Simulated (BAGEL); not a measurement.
# CH6BNO (SMILES NCBO): HF/STO-3G (density fitting with qzvpp-jkfit)

What is the energy change on altering one bond length of CH6BNO at HF/STO-3G (density fitting with qzvpp-jkfit)? 

The calculation is run with BAGEL 1.2.2.

1 further run of the same task is left out (set aside as unsound or not needed).

### Step 1. Starting point

The species is CH6BNO (10 atoms), meant as a singlet with charge 0. As SMILES, `NCBO`. The shape is that of a PBE0-D4/def2-TZVP optimisation. This is a higher conformer, about 21 kJ/mol above the lowest found by a separate search.

Bond lengths: N1–C2 1.481 Å, C2–B3 1.567 Å, B3–O4 1.357 Å, N1–H5 1.013 Å, N1–H6 1.014 Å, C2–H7 1.093 Å, C2–H8 1.093 Å, B3–H9 1.208 Å, O4–H10 0.960 Å. Some angles: N1–C2–B3 107.1°, C2–B3–O4 119.4°, N1–C2–H7 108.1°, N1–C2–H8 107.9°, B3–C2–H7 113.1°, B3–C2–H8 113.6°, C2–N1–H5 110.4°, C2–N1–H6 110.6°, C2–B3–H9 120.9°, O4–B3–H9 119.4°.

### Step 2. The energy at HF/STO-3G (density fitting with qzvpp-jkfit)

Input file calc.json:

```json
{ "bagel": [

{
  "title": "molecule",
  "basis": "sto-3g",
  "df_basis": "qzvpp-jkfit",
  "angstrom": "true",
  "geometry": [
    { "atom": "N", "xyz": [   -1.414000,   -0.250000,   -0.623800 ] },
    { "atom": "C", "xyz": [   -0.269700,   -0.840100,    0.108200 ] },
    { "atom": "B", "xyz": [    0.693000,    0.337600,    0.484300 ] },
    { "atom": "O", "xyz": [    1.835400,    0.517600,   -0.226100 ] },
    { "atom": "H", "xyz": [   -1.090500,    0.234300,   -1.453200 ] },
    { "atom": "H", "xyz": [   -1.888600,    0.437000,   -0.048900 ] },
    { "atom": "H", "xyz": [    0.199100,   -1.587200,   -0.538100 ] },
    { "atom": "H", "xyz": [   -0.666000,   -1.375000,    0.975500 ] },
    { "atom": "H", "xyz": [    0.378300,    1.154100,    1.316700 ] },
    { "atom": "H", "xyz": [    2.306200,    1.320700,    0.008300 ] }
  ]
},
{
  "title": "hf"
},
{
  "title": "print",
  "file": "orbitals.molden",
  "orbitals": "true"
}

]}
```

Started as:

```
$ BAGEL_NUM_THREADS=1 BAGEL calc.json > calc.out
```

The log of the run:

```text
* using 1 threads per process

  ===============================================================
  ===============================================================

  *** Geometry ***

  { "atom" : "N", "xyz" : [     -2.672073,     -0.472432,     -1.178811 ] },
  { "atom" : "C", "xyz" : [     -0.509659,     -1.587559,      0.204468 ] },
  { "atom" : "B", "xyz" : [      1.309580,      0.637972,      0.915194 ] },
  { "atom" : "O", "xyz" : [      3.468403,      0.978122,     -0.427267 ] },
  { "atom" : "H", "xyz" : [     -2.060746,      0.442763,     -2.746150 ] },
  { "atom" : "H", "xyz" : [     -3.568937,      0.825810,     -0.092408 ] },
  { "atom" : "H", "xyz" : [      0.376244,     -2.999373,     -1.016862 ] },
  { "atom" : "H", "xyz" : [     -1.258558,     -2.598373,      1.843428 ] },
  { "atom" : "H", "xyz" : [      0.714883,      2.180933,      2.488202 ] },
  { "atom" : "H", "xyz" : [      4.358086,      2.495761,      0.015685 ] },

  Number of auxiliary basis functions:      412

  Since a DF basis is specified, we compute 2- and 3-index integrals:
    o Being stored without compression. Storage requirement is 0.002 GB

  Number of basis functions:       26
  Number of electrons      :       32

    * METHOD: MOLECULE                             0.08

  *** RHF ***

  === Nuclear Repulsion ===
   113.7116523816

      * DIIS with orbital gradients will be used.

  === RHF iteration (sto-3g) ===
      0       -192.81337280          0.01686370           0.01
      1       -192.87224445          0.00554151           0.01
      2       -192.87815345          0.00119745           0.01
      3       -192.87866352          0.00018053           0.01
      4       -192.87867788          0.00006266           0.01
      5       -192.87868055          0.00001231           0.01
      6       -192.87868063          0.00000360           0.01
      7       -192.87868064          0.00000099           0.01
      8       -192.87868064          0.00000024           0.01
      9       -192.87868064          0.00000006           0.01
     10       -192.87868064          0.00000002           0.01
     11       -192.87868064          0.00000001           0.01
    * SCF iteration converged.

    * Permanent dipole moment:
           (   -0.567018,    -0.858799,    -0.295948) a.u.

    * METHOD: HF                                   0.13

    * METHOD: PRINT                                0.00

  ===============================================================
```

Run time: 0.36 s. Hardware: 1 thread of Intel Xeon 6975P-C (Granite Rapids), shared host.

### Step 3. The distorted shape, same level

Input file input.json:

```json
{ "bagel": [

{
  "title": "molecule",
  "basis": "sto-3g",
  "df_basis": "qzvpp-jkfit",
  "angstrom": "true",
  "geometry": [
    { "atom": "N", "xyz": [      -1.462531,      -0.322655,      -0.499374 ] },
    { "atom": "C", "xyz": [      -0.318231,      -0.912755,       0.232626 ] },
    { "atom": "B", "xyz": [       0.644469,       0.264945,       0.608726 ] },
    { "atom": "O", "xyz": [       1.786869,       0.444945,      -0.101674 ] },
    { "atom": "H", "xyz": [      -1.090500,       0.234300,      -1.453200 ] },
    { "atom": "H", "xyz": [      -1.937131,       0.364345,       0.075526 ] },
    { "atom": "H", "xyz": [       0.150569,      -1.659855,      -0.413674 ] },
    { "atom": "H", "xyz": [      -0.714531,      -1.447655,       1.099926 ] },
    { "atom": "H", "xyz": [       0.329769,       1.081445,       1.441126 ] },
    { "atom": "H", "xyz": [       2.257669,       1.248045,       0.132726 ] }
  ]
},

{ "title": "hf" },

{ "title": "print", "file": "orbitals.molden", "orbitals": "true" }

]}
```

Started as:

```
$ BAGEL_NUM_THREADS=1 BAGEL input.json > input.out
```

The log of the run:

```text
* using 1 threads per process

  ===============================================================
  ===============================================================

  *** Geometry ***

  { "atom" : "N", "xyz" : [     -2.763783,     -0.609730,     -0.943680 ] },
  { "atom" : "C", "xyz" : [     -0.601369,     -1.724857,      0.439599 ] },
  { "atom" : "B", "xyz" : [      1.217870,      0.500673,      1.150325 ] },
  { "atom" : "O", "xyz" : [      3.376693,      0.840824,     -0.192136 ] },
  { "atom" : "H", "xyz" : [     -2.060746,      0.442763,     -2.746150 ] },
  { "atom" : "H", "xyz" : [     -3.660647,      0.688512,      0.142723 ] },
  { "atom" : "H", "xyz" : [      0.284534,     -3.136671,     -0.781731 ] },
  { "atom" : "H", "xyz" : [     -1.350268,     -2.735671,      2.078559 ] },
  { "atom" : "H", "xyz" : [      0.623173,      2.043635,      2.723333 ] },
  { "atom" : "H", "xyz" : [      4.266376,      2.358463,      0.250816 ] },

  Number of auxiliary basis functions:      412

  Since a DF basis is specified, we compute 2- and 3-index integrals:
    o Being stored without compression. Storage requirement is 0.002 GB

  Number of basis functions:       26
  Number of electrons      :       32

    * METHOD: MOLECULE                             0.14

  *** RHF ***

  === Nuclear Repulsion ===
   113.0906418880

      * DIIS with orbital gradients will be used.

  === RHF iteration (sto-3g) ===
      0       -192.79834942          0.01695726           0.01
      1       -192.85725613          0.00559556           0.01
      2       -192.86329995          0.00121751           0.01
      3       -192.86384909          0.00020295           0.01
      4       -192.86386890          0.00007689           0.01
      5       -192.86387320          0.00001458           0.01
      6       -192.86387332          0.00000383           0.01
      7       -192.86387333          0.00000088           0.01
      8       -192.86387333          0.00000025           0.01
      9       -192.86387333          0.00000007           0.01
     10       -192.86387333          0.00000002           0.01
     11       -192.86387333          0.00000001           0.01
    * SCF iteration converged.

    * Permanent dipole moment:
           (   -0.560559,    -0.846262,    -0.319478) a.u.

    * METHOD: HF                                   0.19

    * METHOD: PRINT                                0.00

  ===============================================================
```

Wall time 0.53 s (1 thread of Intel Xeon 6975P-C (Granite Rapids), shared host).

### Step 4. What came out

Level: HF/STO-3G (density fitting with qzvpp-jkfit).

```
                                                         quantity          value
                                        first shape: total energy  -192.87868 Eh
                                       first shape: dipole moment         2.72 D
                                         first shape: HOMO energy       -7.98 eV
                                         first shape: LUMO energy        8.18 eV
                                       first shape: HOMO–LUMO gap       16.16 eV
                                    distorted shape: total energy  -192.86387 Eh
                                   distorted shape: dipole moment         2.70 D
                                     distorted shape: HOMO energy       -7.89 eV
                                     distorted shape: LUMO energy        8.18 eV
                                   distorted shape: HOMO–LUMO gap       16.07 eV
energy change with the N1–H5 bond stretched from 1.013 to 1.165 Å       0.403 eV
```

What this shows: With the N1–H5 bond stretched from 1.013 to 1.165 Å the energy rises by 0.40 eV (9.3 kcal/mol). The first shape isn't relaxed at this level, so the change isn't measured from a minimum. The minimal basis adds a large error of its own.
